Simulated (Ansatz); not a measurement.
# TaAs in Ansatz: relaxation of the atoms with PBE

Aim: the relaxation of the atoms of TaAs with PBE.

Everything below comes from runs of Ansatz 0.2.0. Logs are shortened: lines on timing, memory, paths and dates and some standing lists are left out, and cuts for length are marked.

## Step 1: Starting point

The cell holds a sheet with vacuum, 2 atoms: a = 3.326 Å, b = 3.326 Å, c = 25.740 Å, α = 90.00°, β = 90.00°, γ = 90.00°.

The cell was built by a generator and needn't be a form met in nature.

## Step 2: Relaxation of the atoms, PBE

The input, input.yaml:

```yaml
crystal:
  lattice:
    - [3.32586, 0.0, 0.0]
    - [0.0, 3.32586, 0.0]
    - [0.0, 0.0, 25.74029]
  atoms:
    - { symbol: Ta, position: [0.0, 0.0, 0.27178] }
    - { symbol: As, position: [0.5, 0.5, 0.31096] }
  periodic: [true, true, false]
kpoints:
  mp_grid: { grid: [8, 8, 1] }
scf:
  occupations: { method: fermi_dirac, width: 0.05 }
hamiltonian:
  xc: pbe
  pseudopotentials: { kind: all_electron, lapw: { basis_error: 0.002 } }
output:
  forces: true
  stress: true
relax:
  f_tol: 0.01
  max_steps: 60
```

Potentials or basis: all-electron LAPW, scalar-relativistic.

Started as:

```console
$ ansatz run input.yaml --threads 4 --pin off --max-ram 12288MiB --backend cpu --events-out ev --progress --plain --runs-dir out
```

Output:

```text
Warning: RAYON_NUM_THREADS=4 ignored (pool sized by the plan → 4); use --threads N
The last accepted step is kept in <dir> (removed where the run ends without a failure and the disk answers)
LAPW: plane waves up to 9.043 Å⁻¹, error target 2.0e-3 eV per atom; small_component_spin mean_spin; As in spheres of 1.182 Å, 23 of its electrons in bands, Dirac shells []; Ta in spheres of 1.300 Å, 43 of its electrons in bands, Dirac shells [] (how accurate: hamiltonian.pseudopotentials.lapw.basis_error, Limitations)
Engine: ansatz 0.2.0, aarch64-unknown-linux-gnu
Pseudopotentials: kind: all_electron
Pseudopotential: Ta, LAPW, valence charge 43, lapw/all_electron/scalar/gaussian/Ta, Koelling and Harmon's equation, gaussian nucleus
Pseudopotential: As, LAPW, valence charge 23, lapw/all_electron/scalar/gaussian/As, Koelling and Harmon's equation, gaussian nucleus
Functional definition: PBE
  parameter kappa = 0.804
  parameter beta = 0.06672455060314922
  exchange = pbe_x(kappa = kappa, mu = beta*pi^2/3)
  correlation = pbe_c(beta = beta)
Crystal: 2 atoms, lattice volume = 284.722 Å³
Basis set: ecut = 311.55425750240624 eV, 3551 PW (Γ), exchange–correlation at level 2
Bands: 40, of which v1, the nominal top of the filled ones, is band 33 counted from 1 (32 counted from 0)
Symmetry: 8 space group operations
Space group: P4mm (ITA 99), of the structure as read, at distance tolerance 6.6e-5 Å
k-points: 15 of 64
Non-local potential: Ta, projectors of the file, none
Non-local potential: As, projectors of the file, none
Initial density: superposition of atomic densities (neutral atoms: chi_scale 0, normalization atom)
Initial wavefunctions: plane waves of lowest kinetic energy (no species holds an atomic orbital)
Functional: x = pbe(κ = 0.804, μ = 0.2195149727645171), c = pbe(β = 0.06672455060314922)
iter 1 solved again at ethr=5.21e-3 eV; its pass at ethr=1.00e-1 eV (dr2=3.44e0 eV) is discarded
SCF iter   1: F=—  HF=-486091.950814 eV  |F-HF|=—  |Δ(HF+E_count)|=         —  Δρ=1.72e-2  dr2=3.45e0  ethr=5.21e-3  ⟨swp⟩=2.3  Hψ=3777  notcnv=0
preconditioner: auto → LDOS  [metal: Δε(μ)=0.056 eV  Ē_g=17.273 eV  σ=0.050 eV  W_gap=0.27  n_scr=52 (ndim 8)  ℏωp=10.8 eV  f_vac=0.805  D(μ)=4.19/eV (n_scr^D=12)  β→1.0]
SCF iter   2: F=—  HF=-486091.094661 eV  |F-HF|=—  |Δ(HF+E_count)|=   8.56e-1  Δρ=1.02e-2  dr2=4.88e-1  ethr=5.21e-3  ⟨swp⟩=3.0  Hψ=1943  notcnv=0
SCF iter   3: F=—  HF=-486091.191596 eV  |F-HF|=—  |Δ(HF+E_count)|=   9.69e-2  Δρ=3.83e-3  dr2=1.03e-1  ethr=7.39e-4  ⟨swp⟩=3.0  Hψ=1962  notcnv=0
iter 4 solved again at ethr=7.61e-6 eV; its pass at ethr=1.56e-4 eV (dr2=5.02e-3 eV) is discarded
SCF iter   4: F=—  HF=-486091.142068 eV  |F-HF|=—  |Δ(HF+E_count)|=         —  Δρ=9.86e-4  dr2=4.99e-3  ethr=7.61e-6  ⟨swp⟩=2.0  Hψ=3112  notcnv=0
the basis was enlarged: its passes take 155.2 KiB over the memory plan, 4 of 4 planned eigensolver slots
SCF iter   5: F=—  HF=-486091.135548 eV  |F-HF|=—  |Δ(HF+E_count)|=   6.52e-3  Δρ=6.46e-4  dr2=9.69e-4  ethr=7.57e-6  ⟨swp⟩=3.0  Hψ=1810  notcnv=0
SCF iter   6: F=—  HF=-486091.136475 eV  |F-HF|=—  |Δ(HF+E_count)|=   9.27e-4  Δρ=2.05e-4  dr2=2.21e-4  ethr=1.47e-6  ⟨swp⟩=3.0  Hψ=1830  notcnv=0
SCF iter   7: F=—  HF=-486091.136530 eV  |F-HF|=—  |Δ(HF+E_count)|=   5.49e-5  Δρ=7.33e-5  dr2=4.45e-5  ethr=3.34e-7  ⟨swp⟩=3.0  Hψ=1796  notcnv=0
SCF iter   8: F=—  HF=-486091.136560 eV  |F-HF|=—  |Δ(HF+E_count)|=   3.05e-5  Δρ=3.00e-5  dr2=5.78e-6  ethr=6.74e-8  ⟨swp⟩=3.0  Hψ=1802  notcnv=0
SCF iter   9: F=-486091.136566 eV  HF=-486091.136565 eV  |F-HF|=7.49e-7  |Δ(HF+E_count)|=   4.71e-6  Δρ=1.09e-5  dr2=8.39e-7  ethr=8.75e-9  ⟨swp⟩=3.0  Hψ=1814  notcnv=0
SCF 1 converged in 9 iterations: F = -486091.136566 eV  dr2 = 8.39e-7
relax step   1: F+E_penalty+E_count = -486091.13656587 eV  Δ(F+E_penalty+E_count) = +0.000e0 eV  max|allowed force component| = 1.683e-2 eV/Å  Δτ_max = 0.0000 Å  (9 SCF iters, dr2 threshold 2.50e-6 eV, accepted)
Initial density: handed on by an earlier stage of this run
Initial wavefunctions: those handed on with the density
iter 1 solved again at ethr=2.79e-8 eV; its pass at ethr=1.00e-1 eV (dr2=1.84e-5 eV) is discarded
SCF iter   1: F=—  HF=-486091.136599 eV  |F-HF|=—  |Δ(HF+E_count)|=         —  Δρ=5.10e-5  dr2=1.69e-5  ethr=2.79e-8  ⟨swp⟩=4.1  Hψ=3080  notcnv=0
preconditioner: auto → LDOS  [metal: Δε(μ)=0.014 eV  Ē_g=17.140 eV  σ=0.050 eV  W_gap=0.07  n_scr=52 (ndim 8)  ℏωp=10.8 eV  f_vac=0.809  D(μ)=3.68/eV (n_scr^D=12)  β→1.0]
SCF iter   2: F=—  HF=-486091.136597 eV  |F-HF|=—  |Δ(HF+E_count)|=   2.30e-6  Δρ=2.97e-5  dr2=4.95e-6  ethr=2.57e-8  ⟨swp⟩=3.0  Hψ=1816  notcnv=0
iter 3 solved again at ethr=2.68e-10 eV; its pass at ethr=7.49e-9 eV (dr2=1.77e-7 eV) is discarded
SCF iter   3: F=—  HF=-486091.136597 eV  |F-HF|=—  |Δ(HF+E_count)|=   2.91e-7  Δρ=5.16e-6  dr2=1.77e-7  ethr=2.68e-10  ⟨swp⟩=2.0  Hψ=3026  notcnv=0
SCF iter   4: F=-486091.136597 eV  HF=-486091.136597 eV  |F-HF|=1.33e-8  |Δ(HF+E_count)|=   2.27e-7  Δρ=1.78e-6  dr2=2.59e-8  ethr=2.68e-10  ⟨swp⟩=2.8  Hψ=1754  notcnv=0
SCF 2 converged in 4 iterations: F = -486091.136597 eV  dr2 = 2.59e-8
relax step   2: F+E_penalty+E_count = -486091.13659686 eV  Δ(F+E_penalty+E_count) = -3.100e-5 eV  max|allowed force component| = 1.974e-3 eV/Å  Δτ_max = 0.0020 Å  (4 SCF iters, accepted)
SCF converged after 4 iterations
Free energy (F): -486091.136597 eV
Harris-Foulkes:  -486091.136597 eV  (|F-HF|=1.33e-8)
Internal energy: -486091.108199 eV  (E = F + TS)
E sigma→0 (E₀):  -486091.122398 eV
Entropy (-TS):   -0.028398 eV (-14.199 meV/atom)
Fermi energy:    -4.594996 eV
--- Per-component energies (eV) ---
  E_band       = -7013.507541
  E_kinetic    = 536828.589073
  E_xc         = -10903.922487
  E_electrostatic = -1012015.774784  (all electrons and nuclei)
  E_smearing   = -0.028398  (= −TS)
  E_closure    = 0.000000  (closes the sum)
  E_atoms      = -486078.628470  (free atoms, spherical and without spin; not in F)
  Σ components = -486091.136597   (vs F -486091.136597, Δ=0.00e0)
  Basis errors (estimates in eV, not in F): energy 8.9e-4 per atom: plane waves 8.4e-4 (5.2e-4 summed), levels above the bands 8.9e-44, relativity 7.5e-8, radial functions 4.9e-5, core shells 2.6e-7; eigenvalues (radial functions only) 1.0e-6; not estimated: angular momenta, meshes, grids; target (lapw.basis_error) 2.0e-3; muffin-tin radii As 1.182 Å, Ta 1.300 Å
--- Forces (eV/Å), atoms counted from 1 ---
  atom   1  Ta     0.00000000     0.00000000     0.00195261
  atom   2  As    -0.00000000     0.00000000    -0.00199528
  max |Σ_I F_I| component: 4.27e-5 eV/Å
--- 2D stress c σ (N/m, compression-positive) ---
       -0.026237       0.000000       0.000000
        0.000000      -0.026237       0.000000
        0.000000       0.000000       0.000000
  P = ½ c Tr σ = -0.0262 N/m
--- Relaxed structure (2 steps of the walk, 2 accepted, 0 SCFs on fresh bases) ---
  F+E_penalty+E_count = -486091.13659686 eV   max|allowed force component| = 1.974e-3 eV/Å
  cell:  # Å, volume = 284.7222 Å³
    - [3.32586, 0.0, 0.0]
    - [0.0, 3.32586, 0.0]
    - [0.0, 0.0, 25.74029]
  atoms:
    - { symbol: Ta, position: [-1.1310103018862249e-37, 0.0, 0.27170389944382123] }
    - { symbol: As, position: [0.5, 0.5, 0.3110361005561788] }
```

It took 30 s on 4 threads of Arm Neoverse V1, shared host; peak memory 1.1 GiB.

Results:

```yaml
Free_energy: -486091.1366 eV
Energy_gained_by_relaxing: 0.0 meV/atom
Ionic_steps: 2
Work_function: 4.72 eV
```

Final structure:
```cif
data_structure
_symmetry_space_group_name_H-M 'P 1'
_symmetry_Int_Tables_number 1
_cell_length_a 3.3259
_cell_length_b 3.3259
_cell_length_c 25.7403
_cell_angle_alpha 90.000
_cell_angle_beta 90.000
_cell_angle_gamma 90.000
_cell_volume 284.72
loop_
_atom_site_label
_atom_site_type_symbol
_atom_site_fract_x
_atom_site_fract_y
_atom_site_fract_z
_atom_site_occupancy
Ta1 Ta 0.00000 0.00000 0.27170 1
As1 As 0.50000 0.50000 0.31104 1
```

The run has no spin-orbit coupling, so splittings on Ta are missing.
